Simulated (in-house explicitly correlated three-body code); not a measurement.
# Two electrons around a charge of +3 with a centre of 2 electron masses: exact states

An exercise on one series of results from a longer session: the logs are not shown, and one member is left open.

Program: in-house explicitly correlated three-body code version 1. Level of theory: two electrons, non-relativistic, variational in exponentially correlated functions. These are calculated values, not measurements, unless marked.

### Starting point

```
charge of the centre : +3
mass of the centre   : 2 electron masses
interactions         : Coulomb
basis                : 260 functions exp(−a r1 − b r2 − g r12) a state, exponent ranges optimised
units                : hartree and bohr; relativity and QED are left out
```

Set-up of the first run:

Settings:

```ini
Z = 3.0
nuclear_mass = 2.0
interaction_strength = 1.0
functions = 260
states_tried = 13
```

On the command line:

```bash
$ python run_hyl.py task.json out
```

One table of the session follows, with a row left open; its other results are not shown here.

It belongs to the step «The bound states». 

| state | binding (eV) | excitation (eV) | ⟨r12⟩ (bohr) |
| --- | --- | --- | --- |
| 1 ¹S | 51.2581 | 0 | 1.187 |
| 2 ³P | 13.4983 | 37.7598 | 2.652 |
| 2 ³S | 11.3450 | 39.9131 | 3.701 |
| 2 ¹S | 10.8579 | 40.4002 | 3.839 |
| 2 ¹P | ? | ? | ? |
| 3 ³P | 5.20584 | 46.0523 | 7.321 |
| 3 ³S | 4.85185 | 46.4063 | 8.457 |
| 3 ¹S | 4.70933 | 46.5488 | 8.708 |
| 3 ¹P | 4.00790 | 47.2502 | 9.559 |
| 4 ³S | 2.68121 | 48.5769 | 15.25 |
| 4 ¹S | 2.62191 | 48.6362 | 15.59 |

Q: Estimate the row for 2 ¹P from the others.

**Answer.** binding (eV): 8.54226; excitation (eV): 42.7159; ⟨r12⟩ (bohr): 4.216. In the column «binding (eV)» it lies between 3 ³P (5.20584) and 2 ¹S (10.8579).
